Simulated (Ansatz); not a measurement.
**H₃LiSiTe: single points off equilibrium**

One table from this session's results is given with a row withheld; the runs are named, their logs left out.

Program: Ansatz 0.2.0, Gaussian basis. Level of theory: single points in def2-TZVPP. These are calculated values, not measurements.

Correlated methods freeze the cores. Filled d shells of the heavier atoms are correlated. Core potentials replace the inner electrons past krypton, and spin-orbit coupling is left out. The outer core shell of Li, Na, Mg and K is correlated.

### Starting geometry

SMILES `[Li][SiH2][TeH]`, 6 atoms, charge 0, spin multiplicity 1.

Atoms are counted from 1 here; the program's logs count them from 0.

Bond lengths: Li1–Si2 2.529 Å, Li1–Te3 2.880 Å, Si2–Te3 2.587 Å, Si2–H4 1.363 Å, Si2–H5 1.514 Å, Te3–H6 1.694 Å. Angles: Si2–Li1–Te3 56.7°, Li1–Si2–Te3 68.5°, Li1–Si2–H4 127.4°, Li1–Si2–H5 132.0°, Te3–Si2–H4 94.6°, Te3–Si2–H5 105.3°, H4–Si2–H5 100.1°, Li1–Te3–Si2 54.8°, Li1–Te3–H6 52.9°, Si2–Te3–H6 90.6°.

As a file:

```mol
H3LiSiTe
  3D, bonds by distance, orders not assigned

  6  6  0  0  0  0  0  0  0  0999 V2000
   -1.9054    0.6927    0.2870 Li  0  0
   -0.0769   -0.6711   -0.8049 Si  0  0
    0.6768    0.2597    1.4876 Te  0  0
    0.2774   -1.9570   -0.5224 H   0  0
    1.0273   -0.2972   -1.7705 H   0  0
   -0.0543    1.7485    1.1434 H   0  0
  1  2  8  0
  1  3  8  0
  2  3  8  0
  2  4  8  0
  2  5  8  0
  3  6  8  0
M  END
```

Set-up of the first run:

The input, run/in.yaml:

```yaml
crystal:
  periodic: [false, false, false]
  atoms:
    - {symbol: Li, position_ang: [-1.905400, 0.692700, 0.287000]}
    - {symbol: Si, position_ang: [-0.076900, -0.671100, -0.804900]}
    - {symbol: Te, position_ang: [0.676800, 0.259700, 1.487600]}
    - {symbol: H, position_ang: [0.277400, -1.957000, -0.522400]}
    - {symbol: H, position_ang: [1.027300, -0.297200, -1.770500]}
    - {symbol: H, position_ang: [-0.054300, 1.748500, 1.143400]}
basis:
  gaussian: {orbitals: def2-TZVPP}
correlation: {method: ccsd_t}
output: {forces: true}
```

The command line of these runs was not kept.

Steps of the session up to this table: CCSD(T)/def2-TZVPP; PBE0-D4/def2-TZVPP; wB97M-V/def2-TZVPP; r2SCAN-D4/def2-TZVPP; PBE-D4/def2-TZVPP; SPW92/def2-TZVPP; r2SCAN0-D4/def2-TZVPP.

One table of the session follows, with a row left open; its other results are not shown here.

| method | RMS force component (eV/Å) | angle to CCSD(T) forces (°) | dipole (D) |
| --- | --- | --- | --- |
| CCSD(T) | 1.072 | reference | 5.72 |
| PBE0-D4 | 1.092 | 4.0 | 5.50 |
| wB97M-V | 1.049 | 2.1 | 5.62 |
| r2SCAN-D4 | 1.077 | 3.4 | 5.59 |
| PBE-D4 | 1.127 | 8.2 | 5.34 |
| SPW92 | ? | ? | ? |
| r2SCAN0-D4 | 1.061 | 3.0 | 5.66 |

Q: Estimate the row for SPW92 from the others.

**Answer.** RMS force component (eV/Å): 1.132; angle to CCSD(T) forces (°): 9.0; dipole (D): 5.40. In the column «RMS force component (eV/Å)» it is the highest.
